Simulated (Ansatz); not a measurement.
**CH3AlOS: basis-set convergence**

Aim: see how fast density functionals converge with the basis set for CH3AlOS.

Computed with Ansatz 0.2.0, Gaussian basis. Level: one geometry, several basis sets.

The runs, in order: PBE0-D4/def2-SVP; ωB97M-V/def2-SVP; PBE0-D4/def2-QZVPP; ωB97M-V/def2-QZVPP; the functionals' def2-TZVPP values are taken from earlier runs.

## (1) Structure used throughout

An earlier PBE0-D4 in a triple-zeta def2 set relaxation fixed the geometry.

SMILES `[OH][AlH][CH]=S`, 7 atoms, charge 0, spin multiplicity 1.

Atoms are counted from 1 here; the program's logs count them from 0.

Bond lengths: O1–Al2 1.690 Å, O1–H5 0.960 Å, Al2–C3 1.975 Å, Al2–H6 1.575 Å, C3–S4 1.620 Å, C3–H7 1.094 Å. Angles: Al2–O1–H5 118.1°, O1–Al2–C3 115.8°, O1–Al2–H6 119.1°, C3–Al2–H6 125.0°, Al2–C3–S4 117.0°, Al2–C3–H7 125.9°, S4–C3–H7 117.2°.

Coordinates:

```
O    -1.7515    0.5436    0.2671
Al   -0.0851    0.8129    0.3449
C     1.0566   -0.6616   -0.3059
S     0.3033   -1.9867   -0.8539
H    -2.0574   -0.2960   -0.0829
H     0.4445    2.1825    0.9145
H     2.1507   -0.6627   -0.3293
```

## (2) PBE0-D4 in def2-SVP

in.yaml

```yaml
crystal:
  periodic: [false, false, false]
  atoms:
    - {symbol: O, position_ang: [-1.751473, 0.543627, 0.267061]}
    - {symbol: Al, position_ang: [-0.085057, 0.812871, 0.344903]}
    - {symbol: C, position_ang: [1.056635, -0.661564, -0.305935]}
    - {symbol: S, position_ang: [0.303304, -1.986696, -0.853895]}
    - {symbol: H, position_ang: [-2.057395, -0.296032, -0.082931]}
    - {symbol: H, position_ang: [0.444486, 2.182533, 0.914542]}
    - {symbol: H, position_ang: [2.150701, -0.662739, -0.329346]}
basis:
  gaussian: {orbitals: def2-SVP}
hamiltonian: {xc: pbe0, dispersion: d4}
output: {orbitals: {seedname: orbitals}}
```

On the command line:

```console
ansatz run in.yaml --threads 2 --pin off --events-out ev --progress --plain --max-ram 4352MiB
```

Further steps of the session: ωB97M-V in def2-SVP; PBE0-D4 in def2-QZVPP; ωB97M-V in def2-QZVPP.

Before running them: what should the planned runs give, taken together? Wanted: PBE0-D4: double and triple zeta above quadruple; ωB97M-V: double and triple zeta above quadruple.

**Answer**, as computed:

| quantity | value |
| --- | --- |
| PBE0-D4: double and triple zeta above quadruple | 10.67, 0.73 eV |
| ωB97M-V: double and triple zeta above quadruple | 10.70, 0.69 eV |

PBE0-D4 gains 9.94 eV from double to triple zeta, then 0.73 eV more. Total energies overstate the basis error of differences, where much of it tends to cancel.
